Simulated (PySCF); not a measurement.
# [Pr(NH3)]3+: other functionals and bases at one geometry

The task here is to estimate one member of a computed series from the others.

Computed with PySCF 2.14.0. Level: several levels, as the steps say, no spin–orbit coupling.

3 further runs of the same task are left out: 2 for a known fault of the program, 1 that didn't finish.

## Where the work starts

5 atoms, charge 3, spin multiplicity 1.

Bond lengths: Pr1–N2 2.438 Å, N2–H3 1.056 Å, N2–H4 1.056 Å, N2–H5 1.056 Å. Angles: Pr1–N2–H3 115.9°, Pr1–N2–H4 115.9°, Pr1–N2–H5 115.9°, H3–N2–H4 102.4°, H3–N2–H5 102.4°, H4–N2–H5 102.4°.

Coordinates:

```
Pr    0.00000    0.00000   -0.19913
N     0.00000    0.00000    2.23849
H     0.94990    0.00004    2.69924
H    -0.47498    0.82262    2.69924
H    -0.47492   -0.82266    2.69924
```

Formal oxidation states: Pr +3. Each metal's 2 4f electrons lie in its core potential, so multiplicities, spins and levels count the valence alone. An earlier session relaxed this geometry at PBE, Pr lcecp-1-SVP with ECP48, N def2-SVP, H def2-SVP (singlet, point group C3v).

At PBE on the finer grid: E = -88.050216 Eh, HOMO -25.61 eV, LUMO -20.85 eV, Mulliken charge on Pr1 +2.46 e, largest force component 0.009 eV/Å. 

Levels to run: PBE0; BP86; B3LYP; HF; PBE, TZVP. Hardware: 2 threads of Arm Neoverse N1, shared host.

Set-up of the first run:

run.py (the lines that set the calculation)

```python
mol = gto.M(atom='''
Pr     0.00000     0.00000    -0.19913
N      0.00000     0.00000     2.23849
H      0.94990     0.00004     2.69924
H     -0.47498     0.82262     2.69924
H     -0.47492    -0.82266     2.69924''',
    basis={'Pr': 'lcecp-1-SVP', 'N': 'def2-SVP', 'H': 'def2-SVP'},
    ecp={'Pr': 'lcecp-1-SVP'},
    charge=3, spin=0)
mf = dft.RKS(mol, xc='PBE0')
mf.grids.atom_grid = (75, 302)  # f atoms: unpruned, at least (60, 302)
mf = mf.density_fit()  # fitting sets: Pr AutoAux, N def2-universal-JKFIT, H def2-universal-JKFIT
mf.conv_tol = 1e-08; mf.max_cycle = 55
mf.kernel(dm0)  # dm0: the density of the relaxed state
```

On the command line:

```console
> OMP_NUM_THREADS=2 python run.py
```

Among the steps run: PBE0; BP86; B3LYP; HF; PBE, TZVP.

One table of the session follows, with a row left open; its other results are not shown here.

| level | HOMO (eV) | gap (eV) | charge on Pr1 (e) | dipole (D) | largest force component (eV/Å) |
| --- | --- | --- | --- | --- | --- |
| PBE (relaxed here) | -25.61 | 4.76 | 2.46 | 3.63 | 0.01 |
| PBE0 | -26.96 | 7.12 | 2.51 | 3.28 | 0.36 |
| BP86 | -25.69 | 4.89 | 2.47 | 3.60 | 0.05 |
| B3LYP | ? | ? | ? | ? | ? |
| HF | -30.25 | 14.20 | 2.64 | 2.44 | 1.56 |
| PBE, TZVP | -25.54 | 4.72 | 2.55 | 3.68 | 0.33 |

**Question.** Estimate the row for B3LYP.

The run gave: HOMO (eV): -26.68; gap (eV): 6.47; charge on Pr1 (e): 2.50; dipole (D): 3.31; largest force component (eV/Å): 0.41. In the column «HOMO (eV)» it lies between PBE0 (-26.96) and BP86 (-25.69).

The dipole of a charged species depends on the origin, so these sizes hold for this origin alone.

In one basis the HOMO–LUMO gap runs from 4.76 eV (PBE) to 14.20 eV (HF). The largest leftover force, 1.56 eV/Å with HF, stands at a geometry relaxed at another level. With 4f in the core, its levels are missing from HOMO and gap, and its count is fixed, so no charge can pass from the ligands into it. Total energies of different levels can't be compared.
